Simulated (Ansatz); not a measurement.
# C2H4BN: how energies converge with the basis set

Aim: see how fast density functionals converge with the basis set for C2H4BN.

The runs use Ansatz 0.2.0, Gaussian basis; one geometry, several basis sets.

Plan: PBE0-D4/def2-SVP; ωB97M-V/def2-SVP; PBE0-D4/def2-QZVPP; ωB97M-V/def2-QZVPP; the functionals' def2-TZVPP values are taken from earlier runs.

### 1 The geometry

All runs share one geometry, relaxed beforehand with PBE0-D4 in a triple-zeta def2 set.

8 atoms, charge 0, spin multiplicity 1.

Atoms are counted from 1 here; the program's logs count them from 0.

Bond lengths: C1–B2 1.547 Å, C1–H5 1.098 Å, C1–H6 1.089 Å, C1–H7 1.098 Å, B2–C3 1.537 Å, B2–H8 1.193 Å, C3–N4 1.153 Å. Angles: B2–C1–H5 109.5°, B2–C1–H6 114.6°, B2–C1–H7 109.6°, H5–C1–H6 109.2°, H5–C1–H7 104.2°, H6–C1–H7 109.2°, C1–B2–C3 119.6°, C1–B2–H8 124.2°, C3–B2–H8 116.2°, B2–C3–N4 179.9°.

### 2 PBE0-D4 in def2-SVP

in.yaml reads:

```yaml
crystal:
  periodic: [false, false, false]
  atoms:
    - {symbol: C, position_ang: [-0.712239, 0.690618, -0.242096]}
    - {symbol: B, position_ang: [-0.017537, -0.506960, 0.447712]}
    - {symbol: C, position_ang: [1.412660, -0.893276, 0.039759]}
    - {symbol: N, position_ang: [2.486105, -1.185124, -0.264617]}
    - {symbol: H, position_ang: [-0.733763, 0.527333, -1.327239]}
    - {symbol: H, position_ang: [-1.722563, 0.892878, 0.109051]}
    - {symbol: H, position_ang: [-0.099678, 1.592669, -0.116848]}
    - {symbol: H, position_ang: [-0.520684, -1.175238, 1.298476]}
basis:
  gaussian: {orbitals: def2-SVP}
hamiltonian: {xc: pbe0, dispersion: d4}
output: {orbitals: {seedname: orbitals}}
```

After this run come: ωB97M-V in def2-SVP; PBE0-D4 in def2-QZVPP; ωB97M-V in def2-QZVPP.

**Question.** What will the summary of the whole plan be? Wanted: PBE0-D4: double and triple zeta above quadruple; ωB97M-V: double and triple zeta above quadruple.

The runs gave:

| quantity | value |
| --- | --- |
| PBE0-D4: double and triple zeta above quadruple | 5.07, 0.24 eV |
| ωB97M-V: double and triple zeta above quadruple | 5.30, 0.22 eV |

For PBE0-D4 the step from double to triple zeta gains 4.83 eV and the next only 0.24 eV. These are total energies; as a rule much of such shifts cancels in differences, which this series doesn't test.
